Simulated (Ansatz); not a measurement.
# W8C8O: the cost of one run

Program: Ansatz 0.2.0. Level of theory: DFT PBE, plane waves, PAW, scalar-relativistic, no spin polarisation. These are calculated values, not measurements.

The COD cell was measured well above room temperature, so it is larger than a cold one.

**1. The structure to begin with**

The cell holds 17 atoms (C8OW8): a = 5.704 Å, b = 5.704 Å, c = 15.201 Å, α = 90.00°, β = 90.00°, γ = 120.00°.

The coordinates stand in the first input below.

**2. Relaxing the start**

Contents of input.yaml:

```yaml
crystal:
  lattice:
    - [5.70406, 0.0, 0.0]
    - [-2.85203, 4.939861, 0.0]
    - [0.0, 0.0, 15.20114]
  atoms:
    - { symbol: W, position: [0.0, 0.0, 0.0657845] }
    - { symbol: C, position: [0.3333333, 0.1666667, 0.1579079] }
    - { symbol: W, position: [0.0, 0.0, 0.2500312] }
    - { symbol: C, position: [0.3333333, 0.1666667, 0.3421546] }
    - { symbol: W, position: [0.0, 0.5, 0.0657845] }
    - { symbol: C, position: [0.3333333, 0.6666667, 0.1579079] }
    - { symbol: W, position: [0.0, 0.5, 0.2500312] }
    - { symbol: C, position: [0.3333333, 0.6666667, 0.3421546] }
    - { symbol: W, position: [0.5, 0.0, 0.0657845] }
    - { symbol: C, position: [0.8333333, 0.1666667, 0.1579079] }
    - { symbol: W, position: [0.5, 0.0, 0.2500312] }
    - { symbol: C, position: [0.8333333, 0.1666667, 0.3421546] }
    - { symbol: W, position: [0.5, 0.5, 0.0657845] }
    - { symbol: C, position: [0.8333333, 0.6666667, 0.1579079] }
    - { symbol: W, position: [0.5, 0.5, 0.2500312] }
    - { symbol: C, position: [0.8333333, 0.6666667, 0.3421546] }
    - { symbol: O, position: [0.5097737, 0.4977317, 0.4026764] }
basis:
  ecutwfc: 420.0
kpoints:
  mp_grid: { grid: [2, 2, 1] }
hamiltonian:
  xc: pbe
  pseudopotentials: { kind: paw, azcp: { folder: soft_1 } }
scf:
  occupations: { method: fermi_dirac, width: 0.05 }
  lower_state_search: "off"
relax:
  f_tol: 0.08
  max_steps: 25
  adjacent_minimum: "off"
  constraints: [{ sites: [0, 4, 8, 12] }]
output:
  write_density: true
  write_potential: true
  elf: true
  volumetric_format: npy
```

On the command line:

```
ansatz run input.yaml --threads 1 --pin off --max-ram 3072MiB --backend cpu --events-out ev --progress --plain --runs-dir out
```

Q: Estimate wall time and peak memory on 1 thread of Arm Neoverse V1, shared host.

About 3 min, with a peak of 0.65 GiB.
